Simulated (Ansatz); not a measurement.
# HPbNO4 in Ansatz: the effect of functional

HPbNO4:

```
CELL_PARAMETERS angstrom
4.27531 -0.00040 0.00636
-2.08399 5.20775 -0.04907
-2.12377 -1.86574 4.91491
ATOMIC_POSITIONS crystal
H 0.99073 0.03330 0.90994
Pb 0.50274 0.81989 0.14287
N 0.00838 0.47408 0.50265
O 0.99816 0.92741 0.02877
O 0.19467 0.73435 0.60852
O 0.81673 0.35882 0.24556
O 0.01381 0.33121 0.65217
```

The cell was built by a generator and needn't be a form met in nature.

Alike in all runs:

- Program: Ansatz 0.2.0
- Task: band structure
- Potentials or basis: Ansatz PAW
- k mesh: 8 × 6 × 6
- Occupations: fermi-dirac, width 0.05 eV
- Spin: no spin polarisation

Q: One run gave: gap on the mesh 2.82 eV; pressure 0.0 GPa; largest force 0.01 eV/Å. Which functional did it use?
A. BLYP
B. PBE
C. LDA
D. PBEsol
E. RPBE

A: B.

| functional | cutoff | gap on the mesh (eV) | pressure (GPa) | largest force (eV/Å) |
| --- | --- | --- | --- | --- |
| PBE | 420 eV | 2.82 | 0.0 | 0.01 |
| revPBE | 420 eV | 2.86 | 1.9 | 0.23 |
| BLYP | 420 eV | 2.79 | 1.9 | 0.36 |
| RPBE | 420 eV | 2.86 | 2.4 | 0.33 |
| r2SCAN | 500 eV | 3.17 | -3.0 | 0.66 |
| PBEsol | 420 eV | 2.82 | -2.6 | 0.46 |
| LDA | 420 eV | 2.75 | -5.5 | 1.02 |

Caveats: spin-orbit coupling is left out, which as a rule narrows the gap of such compounds by several tenths of an eV; the PAW data sets come from PBE, with cores solved anew for the run's functional, which leaves a small shift of forces and pressure (some runs); the potentials were made for another functional, which shifts forces and pressure (some runs); forces of over 1 eV/Å show positions far from the minimum, so gaps and moduli don't describe the material at rest (some runs).

A k mesh can miss the band edges.

Not every run made on this cell is shown here.
